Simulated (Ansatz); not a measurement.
# TiPd: the cost of one run

Program: Ansatz 0.2.0. Level of theory: DFT PBEsol, scalar-relativistic, plane waves, PAW. These are calculated values, not measurements.

## Step 1: The structure to begin with

It takes space group Pm-3m (No. 221, cubic). The conventional cell has a = 3.180 Å, b = 3.180 Å, c = 3.180 Å, α = 90.00°, β = 90.00°, γ = 90.00°. Around Ti (site symmetry m-3m) lie 8 Pd at 2.75 Å. Around Pd (site symmetry m-3m) lie 8 Ti at 2.75 Å.

Structure file:

```cif
data_structure
_symmetry_space_group_name_H-M 'P 1'
_symmetry_Int_Tables_number 1
_cell_length_a 3.1800
_cell_length_b 3.1800
_cell_length_c 3.1800
_cell_angle_alpha 90.000
_cell_angle_beta 90.000
_cell_angle_gamma 90.000
_cell_volume 32.16
loop_
_atom_site_label
_atom_site_type_symbol
_atom_site_fract_x
_atom_site_fract_y
_atom_site_fract_z
_atom_site_occupancy
Ti1 Ti 0.50000 0.50000 0.50000 1
Pd1 Pd 0.00000 0.00000 0.00000 1
```

The cell is taken as given, not relaxed at this level.

## Step 2: Zero of energy

The reference gives a free energy of -9381.4922 eV, pressure -6.92 GPa, largest force 0.000 eV/Å and gap on the mesh none (metal). It was computed beforehand with the settings of the runs below.

## Step 3: Setting up biaxial against axial strain

The cell is strained by p along both x and y and by q along z, with fractional coordinates fixed.

## Step 4: p = -0.050, q = -0.050

Contents of input.yaml:

```yaml
crystal:
  lattice:
    - [3.021, 0.0, 0.0]
    - [0.0, 3.021, 0.0]
    - [0.0, 0.0, 3.021]
  atoms:
    - { symbol: Ti, position: [0.5, 0.5, 0.5] }
    - { symbol: Pd, position: [0.0, 0.0, 0.0] }
basis:
  ecutwfc: 420
kpoints:
  mp_grid: { grid: [16, 16, 16] }
hamiltonian:
  xc: pbesol
scf:
  occupations: { method: gaussian, width: 0.15 }
output:
  forces: true
  stress: true
  eigenvalues: true
```

The run is started by

```sh
> ansatz run input.yaml --threads 1 --pin off --max-ram 2560MiB --backend cpu --events-out ev --progress --plain --runs-dir out
```

Q: Estimate wall time and peak memory on 1 thread of Arm Neoverse V1, shared host.

About 5 s, with a peak of 0.36 GiB.
